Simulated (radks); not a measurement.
# Sc³⁺ in [He] 2s2 2p5 3s2 3p6 4f1: an all-electron calculation

Wanted: eigenvalues, radial structure and energy terms of the scandium ion Sc3+.

Program: radks (a radial shooting solver on a logarithmic mesh, Libxc functionals) version 1. Level of theory: scalar-relativistic Kohn-Sham, LDA (Slater exchange, VWN5 correlation), spin-polarised, spherical densities, point nucleus; open shells are filled with parallel spins first. These are calculated values, not measurements, unless marked.

### 1 The atom as given

* element: scandium (Z = 21)
* charge: +3
* electrons: 18
* configuration: [He] 2s2 2p5 3s2 3p6 4f1

Outer shells as boxes (Hund's rule):

Sc³⁺
```
[He] core
2s [↑↓]
2p [↑↓][↑↓][↑ ]
3s [↑↓]
3p [↑↓][↑↓][↑↓]
4f [↑ ][  ][  ][  ][  ][  ][  ]
```

### 2 Self-consistent calculation

The run's settings:

```text
Z 21
configuration [He] 2s2 2p5 3s2 3p6 4f1
relativity scalar-relativistic
functional lda,vwn5
spin polarised
nucleus point
c 137.035999084
```

What does the calculation give?

**Answer**, as computed:

```
                        quantity                   value
                    total energy      -744.72587 hartree
exchange-correlation share of it                  4.62 %
                            −T/E                  1.0073
          highest occupied level       4f up, -12.069 eV
    most extended occupied level  4f up, <r> = 4.19 bohr
 radius at density 0.001 e/bohr³               4.47 bohr
    maxima of the radial density                       4
```

What this shows: The radial density shows 4 maxima for 4 occupied principal shells. −T/E is 1.007: with relativity the kinetic term as defined here no longer equals −E. This is not the tabulated ground configuration, so its levels and sizes aren't those of the ground state, and no measured value stands beside it.
